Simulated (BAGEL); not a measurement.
**BN2H5 (SMILES NBN): HF/3-21G (density fitting with qzvpp-jkfit)**

Aim: the electronic atomisation energy of BN2H5 at HF/3-21G (density fitting with qzvpp-jkfit), from 4 runs. 

The calculation is run with BAGEL 1.2.2.

6 further runs of the same task are left out: 6 set aside as unsound or not needed.

## Step 1: The system as given

BN2H5: 8 atoms, total charge 0, spin state singlet. As SMILES, `NBN`. Geometry: relaxed at PBE0-D4/def2-TZVP.

Bond lengths: N1–B2 1.409 Å, B2–N3 1.409 Å, N1–H4 1.005 Å, N1–H5 1.002 Å, B2–H6 1.200 Å, N3–H7 1.003 Å, N3–H8 1.005 Å. Angles: N1–B2–N3 122.9°, N1–B2–H6 118.5°, N3–B2–H6 118.5°, B2–N1–H4 124.5°, B2–N1–H5 121.9°, B2–N3–H7 121.9°, B2–N3–H8 124.5°, H4–N1–H5 113.6°, H7–N3–H8 113.6°.

## Step 2: A single-point energy at HF/3-21G (density fitting with qzvpp-jkfit)

File input.json:

```json
{ "bagel" : [

{
  "title" : "molecule",
  "basis" : "3-21g",
  "df_basis" : "qzvpp-jkfit",
  "angstrom" : true,
  "geometry" : [
    { "atom" : "N", "xyz" : [      -0.971000,       0.516500,      -0.581100 ] },
    { "atom" : "B", "xyz" : [       0.194200,       0.386600,       0.200500 ] },
    { "atom" : "N", "xyz" : [       0.848200,      -0.845200,       0.401400 ] },
    { "atom" : "H", "xyz" : [      -1.426800,      -0.244500,      -1.053400 ] },
    { "atom" : "H", "xyz" : [      -1.423900,       1.400900,      -0.713700 ] },
    { "atom" : "H", "xyz" : [       0.649700,       1.368600,       0.718000 ] },
    { "atom" : "H", "xyz" : [       1.676700,      -0.919800,       0.960900 ] },
    { "atom" : "H", "xyz" : [       0.545000,      -1.720300,       0.011600 ] }
  ]
},

{
  "title" : "hf",
  "charge" : 0
},

{
  "title" : "print",
  "file" : "orbitals.molden",
  "orbitals" : true
}

]}
```

The run is started by

```console
$ BAGEL_NUM_THREADS=1 BAGEL input.json > input.out
```

Log:

```text
* using 1 threads per process

  ===============================================================
  ===============================================================

  *** Geometry ***

  { "atom" : "N", "xyz" : [     -1.834924,      0.976044,     -1.098120 ] },
  { "atom" : "B", "xyz" : [      0.366985,      0.730568,      0.378890 ] },
  { "atom" : "N", "xyz" : [      1.602866,     -1.597197,      0.758536 ] },
  { "atom" : "H", "xyz" : [     -2.696261,     -0.462038,     -1.990638 ] },
  { "atom" : "H", "xyz" : [     -2.690781,      2.647317,     -1.348698 ] },
  { "atom" : "H", "xyz" : [      1.227755,      2.586279,      1.356823 ] },
  { "atom" : "H", "xyz" : [      3.168504,     -1.738170,      1.815838 ] },
  { "atom" : "H", "xyz" : [      1.029901,     -3.250896,      0.021921 ] },

  Number of auxiliary basis functions:      319

  Since a DF basis is specified, we compute 2- and 3-index integrals:
    o Being stored without compression. Storage requirement is 0.003 GB

  Number of basis functions:       37
  Number of electrons      :       24

    * METHOD: MOLECULE                             0.06

  *** RHF ***

  === Nuclear Repulsion ===
    68.8525948158

      * DIIS with orbital gradients will be used.

  === RHF iteration (3-21g) ===
      0       -135.69499004          0.03829505           0.01
      1       -135.80316030          0.01685942           0.01
      2       -135.82814465          0.00198078           0.01
      3       -135.82870101          0.00016308           0.01
      4       -135.82870687          0.00003597           0.00
      5       -135.82870727          0.00000663           0.01
      6       -135.82870728          0.00000197           0.00
      7       -135.82870728          0.00000022           0.00
      8       -135.82870728          0.00000010           0.00
      9       -135.82870728          0.00000002           0.01
     10       -135.82870728          0.00000001           0.00
    * SCF iteration converged.

    * Permanent dipole moment:
           (    0.221441,     0.477290,     0.251329) a.u.

    * METHOD: HF                                   0.10

    * METHOD: PRINT                                0.00

  ===============================================================
```

Run time: 0.38 s. Hardware: 1 thread of Intel Xeon Platinum 8488C (Sapphire Rapids), shared host.

## Step 3: The B atom, same level

File hf.json:

```json
{ "bagel": [

{
  "title": "molecule",
  "basis": "3-21g",
  "df_basis": "qzvpp-jkfit",
  "angstrom": "true",
  "geometry": [
    { "atom": "B", "xyz": [       0.000000,       0.000000,       0.000000 ] }
  ]
},

{
  "title": "uhf",
  "nopen": 1
},

{
  "title": "print",
  "file": "orbitals.molden",
  "orbitals": "true"
}

]}
```

The run is started by

```console
$ BAGEL_NUM_THREADS=1 BAGEL hf.json > hf.out
```

Log:

```text
* using 1 threads per process

  ===============================================================
  ===============================================================

  *** Geometry ***

  { "atom" : "B", "xyz" : [      0.000000,      0.000000,      0.000000 ] },

  Number of auxiliary basis functions:       75

  Since a DF basis is specified, we compute 2- and 3-index integrals:
    o Being stored without compression. Storage requirement is 0.000 GB

  Number of basis functions:        9
  Number of electrons      :        5

    * METHOD: MOLECULE                             0.01

  *** Open-shell HF ***

  === Nuclear Repulsion ===
     0.0000000000

      * DIIS with orbital gradients will be used.

  === UHF iteration (3-21g) ===
      0        -24.38016565          0.01882807           0.00
      1        -24.38811352          0.00763208           0.00
      2        -24.38943980          0.00334054           0.00
      3        -24.38977608          0.00006308           0.00
      4        -24.38977805          0.00001684           0.00
      5        -24.38977828          0.00000409           0.00
      6        -24.38977830          0.00000044           0.00
      7        -24.38977830          0.00000000           0.00
    * SCF iteration converged.

    * S^2 (UHF) is 0.7503

    * Permanent dipole moment:
           (   -0.000000,     0.000000,    -0.000000) a.u.

    * METHOD: UHF                                  0.01

    * METHOD: PRINT                                0.00

  ===============================================================
```

Wall time 0.26 s (1 thread of Intel Xeon Platinum 8488C (Sapphire Rapids), shared host).

## Step 4: The H atom

File input.json:

```json
{ "bagel": [

{
  "title": "molecule",
  "basis": "3-21g",
  "df_basis": "qzvpp-jkfit",
  "angstrom": true,
  "geometry": [
    { "atom": "H", "xyz": [       0.000000,       0.000000,       0.000000 ] }
  ]
},

{
  "title": "uhf",
  "nopen": 1
},

{
  "title": "print",
  "file": "orbitals.molden",
  "orbitals": true
}

]}
```

Run the same way, it converges to -0.49620 Eh (log not shown).

## Step 5: The N atom at the same level

File calc.json:

```json
{ "bagel" : [

{
  "title" : "molecule",
  "basis" : "3-21g",
  "df_basis" : "qzvpp-jkfit",
  "angstrom" : true,
  "geometry" : [
    { "atom" : "N", "xyz" : [    0.000000,    0.000000,    0.000000 ] }
  ]
},
{ "title" : "uhf", "nopen" : 3 },
{ "title" : "print", "file" : "orbitals.molden", "orbitals" : true }

]}
```

The run is started by

```console
$ BAGEL_NUM_THREADS=1 BAGEL calc.json > calc.out
```

Log:

```text
* using 1 threads per process

  ===============================================================
  ===============================================================

  *** Geometry ***

  { "atom" : "N", "xyz" : [      0.000000,      0.000000,      0.000000 ] },

  Number of auxiliary basis functions:       77

  Since a DF basis is specified, we compute 2- and 3-index integrals:
    o Being stored without compression. Storage requirement is 0.000 GB

  Number of basis functions:        9
  Number of electrons      :        7

    * METHOD: MOLECULE                             0.01

  *** Open-shell HF ***

  === Nuclear Repulsion ===
     0.0000000000

      * DIIS with orbital gradients will be used.

  === UHF iteration (3-21g) ===
      0        -54.09288057          0.03452268           0.00
      1        -54.10426184          0.00972952           0.00
      2        -54.10523665          0.00283068           0.00
      3        -54.10535080          0.00016719           0.00
      4        -54.10535166          0.00001542           0.00
      5        -54.10535168          0.00000505           0.00
      6        -54.10535168          0.00000003           0.00
      7        -54.10535168          0.00000000           0.00
    * SCF iteration converged.

    * S^2 (UHF) is 3.7516

    * Permanent dipole moment:
           (   -0.000000,     0.000000,    -0.000000) a.u.

    * METHOD: UHF                                  0.01

    * METHOD: PRINT                                0.00

  ===============================================================
```

Run time: 0.26 s. Hardware: 1 thread of Intel Xeon Platinum 8488C (Sapphire Rapids), shared host.

## Step 6: Outcome

At HF/3-21G (density fitting with qzvpp-jkfit):

```
                     quantity          value
       molecule: total energy  -135.82871 Eh
      molecule: dipole moment         1.48 D
        molecule: HOMO energy       -9.89 eV
        molecule: LUMO energy        6.91 eV
      molecule: HOMO–LUMO gap       16.80 eV
         B atom: total energy   -24.38978 Eh
        B atom: dipole moment         0.00 D
                 B atom: ⟨S²⟩          0.750
         H atom: total energy    -0.49620 Eh
        H atom: dipole moment         0.00 D
                 H atom: ⟨S²⟩          0.750
         N atom: total energy   -54.10535 Eh
        N atom: dipole moment         0.00 D
                 N atom: ⟨S²⟩          3.752
electronic atomisation energy      20.333 eV
```

**Reading.** Taking the molecule apart into free atoms costs 20.33 eV (1962 kJ/mol), before zero-point energy and without spin-orbit coupling. Hartree–Fock lacks the correlation of the bonding pairs, which as a rule makes this value much too low; in minimal bases other errors can mask that. The basis has no polarisation functions, which makes bonds too weak.
